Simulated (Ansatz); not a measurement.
# TiH+ (triplet): wave-function methods side by side, def2-TZVPP

The task here is to estimate one member of a computed series from the others.

Computed with Ansatz 0.2.0, Gaussian basis. Level: def2-TZVPP, core rule «outside noble gas», up to 9 orbitals frozen.

The runs, in order: UHF; ROHF; CCSD(T) on UHF.

## The geometry

The geometry is a PBE0/def2-TZVP stationary point (not a proven minimum) of the parent state, kept for this charge and spin.

2 atoms, charge 1, spin multiplicity 3.

Atoms are counted from 1 here; the program's logs count them from 0.

Bond lengths: Ti1–H2 2.236 Å.

Coordinates:

```csv
atom,x (Å),y (Å),z (Å)
Ti1,0.0000,0.0000,0.0000
H2,0.0000,0.0000,2.2356
```

The first run:

Contents of in.yaml:

```yaml
crystal:
  periodic: [false, false, false]
  atoms:
    - {symbol: Ti, position_ang: [0.000000, 0.000000, 0.000000]}
    - {symbol: H, position_ang: [0.000000, 0.000000, 2.235600]}
basis:
  gaussian: {orbitals: def2-TZVPP}
total_charge: 1
magnetization: {spin_polarized: true, initial_magnetization: 2}
hamiltonian: {xc: hf}
output: {orbitals: {seedname: orbitals}}
```

Started as:

```sh
$ ansatz run in.yaml --threads 1 --pin off --events-out ev --progress --plain --max-ram 4096MiB --backend cpu
```

Steps of the session up to this table: UHF; ROHF; CCSD(T) on UHF.

One table of the session follows, with a row left open; its other results are not shown here.

```
  method  from UCCSD(T) (meV)
    ROHF                    ?
     UHF              +1430.6
    UMP2               +593.7
   UCCSD                +31.1
UCCSD(T)                    0
```

Estimate the missing values for ROHF.

**Answer.** from UCCSD(T) (meV): +1662.0. In the column «from UCCSD(T) (meV)» it is the highest.
